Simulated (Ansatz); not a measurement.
# Li6Ta2Re: the cost of one run

Method: DFT PBE, scalar-relativistic, plane waves, PAW, in Ansatz 0.2.0.

## Step 1: Starting point

It takes space group F-43m (No. 216, cubic). Conventional cell: a = 7.868 Å, b = 7.868 Å, c = 7.868 Å, α = 90.00°, β = 90.00°, γ = 90.00°. Li (site symmetry 2mm) has 2 Ta at 1.93 to 2.00 Å in its first shell of neighbours. Around Ta (site symmetry -43m) lie 6 Li at 2.00 Å. Ta (site symmetry -43m) is surrounded by 6 Li at 1.93 Å. Re (site symmetry -43m) is surrounded by 12 Li at 2.78 Å.

Coordinates:

```cif
data_structure
_symmetry_space_group_name_H-M 'P 1'
_symmetry_Int_Tables_number 1
_cell_length_a 5.5635
_cell_length_b 5.5635
_cell_length_c 5.5635
_cell_angle_alpha 60.000
_cell_angle_beta 60.000
_cell_angle_gamma 60.000
_cell_volume 121.77
loop_
_atom_site_label
_atom_site_type_symbol
_atom_site_fract_x
_atom_site_fract_y
_atom_site_fract_z
_atom_site_occupancy
Li1 Li 0.00411 0.49589 0.49589 1
Li2 Li 0.49589 0.00411 0.00411 1
Li3 Li 0.49589 0.00411 0.49589 1
Li4 Li 0.00411 0.49589 0.00411 1
Li5 Li 0.49589 0.49589 0.00411 1
Li6 Li 0.00411 0.00411 0.49589 1
Ta1 Ta 0.75000 0.75000 0.75000 1
Ta2 Ta 0.25000 0.25000 0.25000 1
Re1 Re 0.00000 0.00000 0.00000 1
```

A structure generator made this guess: random cell by space group and Wyckoff sites (F-43m, No. 216). Lengths come from tabulated atomic sizes and are only a guess.

## Step 2: A first look at the guess

Input file input.yaml:

```yaml
crystal:
  lattice:
    - [0.0, 3.93397981, 3.93397981]
    - [3.93397981, 0.0, 3.93397981]
    - [3.93397981, 3.93397981, 0.0]
  atoms:
    - { symbol: Li, position: [0.00411178, 0.49588822, 0.49588822] }
    - { symbol: Li, position: [0.49588822, 0.00411178, 0.00411178] }
    - { symbol: Li, position: [0.49588822, 0.00411178, 0.49588822] }
    - { symbol: Li, position: [0.00411178, 0.49588822, 0.00411178] }
    - { symbol: Li, position: [0.49588822, 0.49588822, 0.00411178] }
    - { symbol: Li, position: [0.00411178, 0.00411178, 0.49588822] }
    - { symbol: Ta, position: [0.75, 0.75, 0.75] }
    - { symbol: Ta, position: [0.25, 0.25, 0.25] }
    - { symbol: Re, position: [0.0, 0.0, 0.0] }
basis:
  ecutwfc: 420
kpoints:
  mp_grid: { grid: [4, 4, 4] }
hamiltonian:
  xc: pbe
scf:
  occupations: { method: gaussian, width: 0.1 }
  lower_state_search: "off"
output:
  forces: true
  stress: true
  eigenvalues: true
```

Command:

```bash
ansatz run input.yaml --threads 1 --pin off --max-ram 2560MiB --backend cpu --events-out ev --progress --plain --runs-dir out
```

**Question.** How long does this run take on 1 thread of Intel Xeon 6985P-C at 2.30GHz (Granite Rapids), shared host, and how much memory does it need?

About 3.1 s, with a peak of 0.39 GiB.
